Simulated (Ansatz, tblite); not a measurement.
**Ga12N12 zinc blende off sphere (Ga12N12H32): rung by rung**

The task here is to estimate one member of a computed series from the others.

The runs use Ansatz 0.2.0, Gaussian basis; as each input shows.

The runs, in order: GFN1-xTB, GFN2-xTB, PBE-D4/def2-TZVP, r2SCAN-D4/def2-TZVP, CAM-B3LYP-D4/def2-TZVP, PBE-D4/def2-SVP, PBE0-D4/def2-SVP, HF/STO-3G, HF/6-31G, B3LYP-D4/6-31G, MP2/def2-TZVP.

1 further run of the same task is left out (set aside as unsound or not needed). Runs told in other sessions of the task aren't counted.

### The geometry

The geometry is that of the singlet, from an earlier relaxation (PBE-D4/def2-SVP).

56 atoms, charge 0, spin multiplicity 1.

Bond lengths: N1–Ga14 2.052 Å, N1–Ga15 1.978 Å, N1–H25 1.030 Å, N1–H26 1.039 Å, N2–Ga13 2.021 Å, N2–Ga17 2.041 Å, N2–H27 1.032 Å, N2–H28 1.030 Å, N3–Ga16 2.047 Å, N3–Ga18 2.021 Å, N3–H29 1.032 Å, N3–H30 1.030 Å, N4–Ga14 1.952 Å, N4–Ga19 2.042 Å, N4–Ga20 1.953 Å, N4–H31 1.032 Å, N5–Ga16 1.965 Å, N5–Ga19 2.036 Å and more. Angles: Ga14–N1–Ga15 120.6°, Ga14–N1–H25 109.3°, Ga14–N1–H26 102.2°, Ga15–N1–H25 111.8°, Ga15–N1–H26 106.4°, H25–N1–H26 104.9°, Ga13–N2–Ga17 119.1°, Ga13–N2–H27 104.8°, Ga13–N2–H28 111.6°, Ga17–N2–H27 103.4°, Ga17–N2–H28 112.6°, H27–N2–H28 103.3°, Ga16–N3–Ga18 120.0°, Ga16–N3–H29 107.3°, Ga16–N3–H30 107.5°, Ga18–N3–H29 109.0°, Ga18–N3–H30 108.8°, H29–N3–H30 103.0° and more.

PBE0-D4/def2-TZVP was run before; its log isn't repeated, and its numbers join the tables.

The first run:

Tight binding, by tblite at 300 K electronic temperature and without a spin-polarisation term:

```python
tblite.interface.Calculator('GFN1-xTB', numbers, positions, charge=0, uhf=0).singlepoint()
```

Tight binding, by tblite at 300 K electronic temperature and without a spin-polarisation term:

```python
tblite.interface.Calculator('GFN2-xTB', numbers, positions, charge=0, uhf=0).singlepoint()
```

start.molden holds the orbitals of an earlier run on this state, given as this run's starting guess.

The input, in.yaml:

```yaml
crystal:
  periodic: [false, false, false]
  atoms:
    - {symbol: N, position_ang: [-3.466655, 1.244212, -0.332977]}
    - {symbol: N, position_ang: [-1.516232, -3.048965, 1.872553]}
    - {symbol: N, position_ang: [1.011919, -3.149270, -0.531644]}
    - {symbol: N, position_ang: [-1.302032, 1.302991, -2.727275]}
    - {symbol: N, position_ang: [0.919527, -0.914510, -2.763486]}
    - {symbol: N, position_ang: [-1.303880, -0.978550, -0.573706]}
    - {symbol: N, position_ang: [-1.232871, 1.234845, 1.738855]}
    - {symbol: N, position_ang: [0.960683, -0.961061, 1.738526]}
    - {symbol: N, position_ang: [0.979982, 1.307074, -0.572510]}
    - {symbol: N, position_ang: [-1.251737, 3.466135, -0.333572]}
    - {symbol: N, position_ang: [3.151211, -1.009709, -0.529846]}
    - {symbol: N, position_ang: [3.046529, 1.514922, 1.877898]}
    - {symbol: Ga, position_ang: [-2.600172, -2.082413, 0.466613]}
    - {symbol: Ga, position_ang: [-2.470316, 0.106575, -1.719397]}
    - {symbol: Ga, position_ang: [-2.478547, 2.473778, 0.860005]}
    - {symbol: Ga, position_ang: [-0.262429, -2.126157, -1.765041]}
    - {symbol: Ga, position_ang: [-0.197807, -1.986200, 3.012220]}
    - {symbol: Ga, position_ang: [2.147000, -2.146374, 0.806108]}
    - {symbol: Ga, position_ang: [-0.199049, 0.202047, -4.047370]}
    - {symbol: Ga, position_ang: [-0.108021, 2.472111, -1.717387]}
    - {symbol: Ga, position_ang: [2.129560, 0.267092, -1.763028]}
    - {symbol: Ga, position_ang: [-0.098551, 0.099743, 0.513764]}
    - {symbol: Ga, position_ang: [1.986919, 0.192604, 3.017074]}
    - {symbol: Ga, position_ang: [2.078162, 2.602301, 0.474216]}
    - {symbol: H, position_ang: [-4.265889, 1.711043, -0.785624]}
    - {symbol: H, position_ang: [-3.890939, 0.520672, 0.279488]}
    - {symbol: H, position_ang: [-2.211517, -3.381890, 2.559138]}
    - {symbol: H, position_ang: [-1.108948, -3.920577, 1.505315]}
    - {symbol: H, position_ang: [1.626945, -3.719606, -1.132213]}
    - {symbol: H, position_ang: [0.455662, -3.857644, -0.031162]}
    - {symbol: H, position_ang: [-1.882140, 1.883499, -3.353706]}
    - {symbol: H, position_ang: [1.488456, -1.482807, -3.411804]}
    - {symbol: H, position_ang: [-1.716484, 0.574943, 2.372971]}
    - {symbol: H, position_ang: [-0.569329, 1.727389, 2.361706]}
    - {symbol: H, position_ang: [-1.723906, 4.260245, -0.789729]}
    - {symbol: H, position_ang: [-0.532504, 3.897063, 0.278751]}
    - {symbol: H, position_ang: [3.720656, -1.624828, -1.131304]}
    - {symbol: H, position_ang: [3.860977, -0.455663, -0.028763]}
    - {symbol: H, position_ang: [3.917367, 1.105872, 1.510679]}
    - {symbol: H, position_ang: [3.381263, 2.209055, 2.564795]}
    - {symbol: H, position_ang: [-3.277809, -3.179635, -0.454080]}
    - {symbol: H, position_ang: [-3.517718, -1.081017, 1.329778]}
    - {symbol: H, position_ang: [-3.582635, -0.632164, -2.557675]}
    - {symbol: H, position_ang: [-3.388765, 3.380242, 1.770332]}
    - {symbol: H, position_ang: [-1.025658, -3.198286, -2.632924]}
    - {symbol: H, position_ang: [0.674737, -3.062149, 3.785339]}
    - {symbol: H, position_ang: [-1.173481, -0.964455, 3.754798]}
    - {symbol: H, position_ang: [3.124597, -3.123815, 1.562941]}
    - {symbol: H, position_ang: [-1.196251, -0.775302, -4.798961]}
    - {symbol: H, position_ang: [0.775818, 1.202355, -4.798200]}
    - {symbol: H, position_ang: [0.628242, 3.586160, -2.555864]}
    - {symbol: H, position_ang: [3.204240, 1.030249, -2.627914]}
    - {symbol: H, position_ang: [0.970610, 1.168187, 3.765467]}
    - {symbol: H, position_ang: [3.064381, -0.681703, 3.785753]}
    - {symbol: H, position_ang: [1.071497, 3.511457, 1.341062]}
    - {symbol: H, position_ang: [3.175386, 3.289887, -0.438987]}
basis:
  gaussian: {orbitals: def2-TZVP, fitting: {mean_field: def2-universal-jkfit}, initial_orbitals: start.molden}
hamiltonian: {xc: pbe, dispersion: d4}
scf: {omitted_lower_state_checks: [starts]}
output: {orbitals: {seedname: orbitals}}
```

Run with:

```bash
$ ansatz run in.yaml --threads 11 --pin off --events-out ev --progress --plain --max-ram 110592MiB --backend cuda --devices 0, --max-vram 75GiB
```

Steps of the session up to this table: PBE-D4/def2-TZVP; r2SCAN-D4/def2-TZVP; CAM-B3LYP-D4/def2-TZVP; PBE-D4/def2-SVP; PBE0-D4/def2-SVP; HF/STO-3G; HF/6-31G; B3LYP-D4/6-31G; MP2/def2-TZVP.

One table of the session follows, with a row left open; its other results are not shown here.

It belongs to the step «Binding energy». 

```
                 level  binding an atom (eV)
              HF/6-31G                 2.155
          HF/def2-TZVP                 2.176
       PBE-D4/def2-SVP                 3.335
      PBE-D4/def2-TZVP                 3.302
   r2SCAN-D4/def2-TZVP                     ?
        B3LYP-D4/6-31G                 3.345
      PBE0-D4/def2-SVP                 3.289
     PBE0-D4/def2-TZVP                 3.256
CAM-B3LYP-D4/def2-TZVP                 3.293
         MP2/def2-TZVP                 3.230
```

**Question.** Estimate the row for r2SCAN-D4/def2-TZVP.

**Answer.** binding an atom (eV): 3.270. In the column «binding an atom (eV)» it lies between PBE0-D4/def2-TZVP (3.256) and PBE0-D4/def2-SVP (3.289).

Caveats from the session: Free atoms were run apart at each level; binding is atoms less cluster, divided by the number of atoms, without zero-point or spin-orbit terms.
